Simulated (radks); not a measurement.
**Ge³⁺ in [Ar] 3d10 4s1: an all-electron calculation**

One table from this session's results is given with a row withheld; the runs are named, their logs left out.

The numbers are computed with radks (a radial shooting solver on a logarithmic mesh, Libxc functionals) version 1 (scalar-relativistic Kohn-Sham, PBEsol, spin-unpolarised, spherical densities, finite nucleus), except any that are marked as measured or tabulated.

## The system

| Quantity | Value |
| --- | --- |
| element | germanium (Z = 32) |
| charge | +3 |
| electrons | 29 |
| configuration | [Ar] 3d10 4s1 |
| nuclear rms radius | 4.0742 fm |

Outer shells as boxes (Hund's rule):

Ge³⁺
```
[Ar] core
3d [↑↓][↑↓][↑↓][↑↓][↑↓]
4s [↑ ]
```

Set-up of the first run:

The run's settings:

```text
Z 32
configuration [Ar] 3d10 4s1
relativity scalar-relativistic
functional pbe_sol,pbe_sol
spin unpolarised
nucleus finite rms 4.0742 fm
c 137.035999084
```

Command:

```sh
$ python run_ks.py task.json out
```

The same process makes all the runs of this session.

One of the session's tables, all rows but one given; the rest of the session is left out.

It belongs to the step «Radial structure». From the orbitals of this run (lengths in bohr):

| level | <r> | outermost maximum (interpolated) | 90 % within | nodes |
| --- | --- | --- | --- | --- |
| 1s | 0.04703 | 0.0307 | 0.0840 | 0 |
| 2s | 0.2102 | 0.176 | 0.325 | 1 |
| 2p | 0.1838 | 0.141 | 0.300 | 0 |
| 3s | ? | ? | ? | ? |
| 3p | 0.6468 | 0.543 | 0.994 | 1 |
| 3d | 0.7247 | 0.503 | 1.22 | 0 |
| 4s | 1.844 | 1.62 | 2.70 | 3 |

Q: Estimate the row for 3s from the others.

As computed: <r>: 0.6246; outermost maximum (interpolated): 0.543; 90 % within: 0.934; nodes: 2. In the column «<r>» it lies between 2s (0.2102) and 3p (0.6468).

Caveats from the session: Spin polarisation and multiplet splitting are left out.
